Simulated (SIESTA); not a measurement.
Set up this calculation in SIESTA 5.4.2, as the native input.

```yaml
Task: band structure
Functional: optB88-vdW
Potentials_or_basis: PseudoDojo 0.4 standard (PBE files)
Basis: DZP (energy shift 0.003 Ry; two zetas on semicore shells)
Grid_cutoff: 800 Ry
Energy_shift: 0.003 Ry
k_mesh: 12 × 12 × 1
Occupations: fermi-dirac, width 0.05 eV
Spin: collinear spin, ferromagnetic start
Starting_moments: "[1.0] μB"
dipole_correction: yes
```

The system is Ni, a sheet with vacuum.

```
CELL_PARAMETERS angstrom
2.25911 0.00000 0.00000
0.00000 2.25911 0.00000
0.00000 0.00000 23.80000
ATOMIC_POSITIONS crystal
Ni 0.50000 0.50000 0.29412
```

The cell was built by a generator and needn't be a form met in nature.

These files were run (other wordings do the same):

Ni.fdf

```
SystemName                      Ni
SystemLabel                     Ni
NumberOfSpecies                 1
NumberOfAtoms                   1
%block ChemicalSpeciesLabel
  1  28 Ni
%endblock ChemicalSpeciesLabel
%include structure.fdf

%block kgrid.MonkhorstPack
   12   0   0  0.0
    0  12   0  0.0
    0   0   1  0.0
%endblock kgrid.MonkhorstPack
XC.Functional                   VDW
XC.Authors                      KBM
PAO.BasisSize                   DZP
PAO.EnergyShift                 0.003 Ry
Mesh.Cutoff                     800 Ry
Spin                            polarized
%block DM.InitSpin
    1   1.000
%endblock DM.InitSpin
OccupationFunction              FD
ElectronicTemperature           0.05 eV
Slab.DipoleCorrection           vacuum
MaxSCFIterations                200
SCF.MustConverge                false
SCF.Mixer.Method                Pulay
SCF.Mixer.Weight                0.1
SCF.Mixer.History               10
SCF.DM.Tolerance                5.0e-05
SCF.H.Tolerance                 1.0e-03 eV
WriteForces                     true
Charge.Mulliken                 end
BandLinesScale                  ReciprocalLatticeVectors
%block BandLines
    1    0.000000   0.000000   0.000000  \Gamma
   11    0.000000   0.500000   0.000000  X
   11    0.500000   0.500000   0.000000  M
   16    0.000000   0.000000   0.000000  \Gamma
    2    0.000000   0.000000   0.500000  Z
   11    0.000000   0.500000   0.500000  R
   11    0.500000   0.500000   0.500000  A
   16    0.000000   0.000000   0.500000  Z
    1    0.000000   0.500000   0.000000  X
    2    0.000000   0.500000   0.500000  R
    1    0.500000   0.500000   0.000000  M
    2    0.500000   0.500000   0.500000  A
%endblock BandLines
%block PAO.Basis
  Ni 5
  n=3 0 2
    2.432 0.000
  n=4 0 2
    7.039 0.000
  n=3 1 2
    2.716 0.000
  n=4 1 1
    7.039
  n=3 2 2
    4.458 0.000
%endblock PAO.Basis
```

structure.fdf

```
LatticeConstant                 1.0 Ang
%block LatticeVectors
     2.2591100000     0.0000000000     0.0000000000
     0.0000000000     2.2591100000     0.0000000000
     0.0000000000     0.0000000000    23.8000000000
%endblock LatticeVectors
AtomicCoordinatesFormat         Fractional
%block AtomicCoordinatesAndAtomicSpecies
     0.5000000000     0.5000000000     0.2941200000  1  Ni
%endblock AtomicCoordinatesAndAtomicSpecies
```

Potentials or basis: PseudoDojo 0.4 standard (PBE files), DZP (energy shift 0.003 Ry; two zetas on semicore shells).

Run with:

```bash
$ siesta < Ni.fdf > Ni.out 2>&1
```

Results of the run:

The band gap on the k mesh is none (metal or under the smearing width) and the net moment is 0.86 μB per cell. The site moments are Ni +0.86 μB.

Caveat: the basis of atomic orbitals isn't converged, which shifts pressures, moduli and gaps.

It took 120 s on 1 thread of AMD EPYC 7R43 64-Core Processor (Zen 3) (shared host), peak memory 0.5 GiB.
